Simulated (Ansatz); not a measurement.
# CH8N2Si: the cost of one run

Program: Ansatz 0.2.0. Level of theory: UKS revPBE/6-31G*. These are calculated values, not measurements.

## (1) Starting point

Bond lengths: Si1–N2 2.121 Å, Si1–N3 1.659 Å, N3–C4 1.435 Å, Si1–H6 1.466 Å, Si1–H7 1.465 Å, N2–H8 1.008 Å, N2–H9 1.008 Å, C4–H10 1.097 Å, C4–H11 1.094 Å, C4–H12 1.094 Å. Angles (14 of 16 angles, heavy atoms first): N2–Si1–N3 77.2°, Si1–N3–C4 137.3°, Si1–N2–H8 117.5°, Si1–N2–H9 117.8°, N2–Si1–H6 106.1°, N2–Si1–H7 106.1°, N3–Si1–H6 124.8°, N3–Si1–H7 123.3°, N3–C4–H10 111.6°, N3–C4–H11 109.4°, N3–C4–H12 112.2°, H8–N2–H9 109.5°, H6–Si1–H7 108.9°, H10–C4–H11 107.7°.

As a file:

```xyz
12

Si   -0.0594    0.8220    0.9106
N     1.6744   -0.3976    0.8465
N    -0.3495   -0.1616   -0.3930
C    -1.3533   -0.2981   -1.4097
H     0.8492   -0.7243   -0.1634
H     0.4143    2.2071    0.8243
H    -0.6583    0.6071    2.2305
H     1.8020   -1.0637    1.5923
H     2.5546    0.0464    0.6371
H    -1.0805    0.2457   -2.3230
H    -1.4646   -1.3543   -1.6718
H    -2.3291    0.0713   -1.0805
```

## (2) Run 1

150 steps of 0.5 fs at constant energy, with velocities drawn for 300 K.

The input, input.yaml:

```yaml
crystal:
  periodic: [false, false, false]
  atoms:
    - { symbol: Si, position_ang: [-0.0594, 0.822, 0.9106] }
    - { symbol: "N", position_ang: [1.6744, -0.3976, 0.8465] }
    - { symbol: "N", position_ang: [-0.3495, -0.1616, -0.393] }
    - { symbol: C, position_ang: [-1.3533, -0.2981, -1.4097] }
    - { symbol: H, position_ang: [0.8492, -0.7243, -0.1634] }
    - { symbol: H, position_ang: [0.4143, 2.2071, 0.8243] }
    - { symbol: H, position_ang: [-0.6583, 0.6071, 2.2305] }
    - { symbol: H, position_ang: [1.802, -1.0637, 1.5923] }
    - { symbol: H, position_ang: [2.5546, 0.0464, 0.6371] }
    - { symbol: H, position_ang: [-1.0805, 0.2457, -2.323] }
    - { symbol: H, position_ang: [-1.4646, -1.3543, -1.6718] }
    - { symbol: H, position_ang: [-2.3291, 0.0713, -1.0805] }
magnetization:
  spin_polarized: true
basis:
  gaussian: { orbitals: "6-31G*" }
hamiltonian:
  xc: revpbe
md:
  timestep: 0.5
  n_steps: 150
  ensemble: nve
  temperature: 300.0
  initial_velocities: maxwell_boltzmann
  seed: 37766
```

Command:

```sh
$ ansatz run input.yaml --threads 2 --pin off --max-ram 3072MiB --backend cpu --events-out ev --progress --plain --runs-dir out
```

What time and memory should one allow on 2 threads of Arm Neoverse N1, shared host?

About 10 min, with a peak of 0.16 GiB.
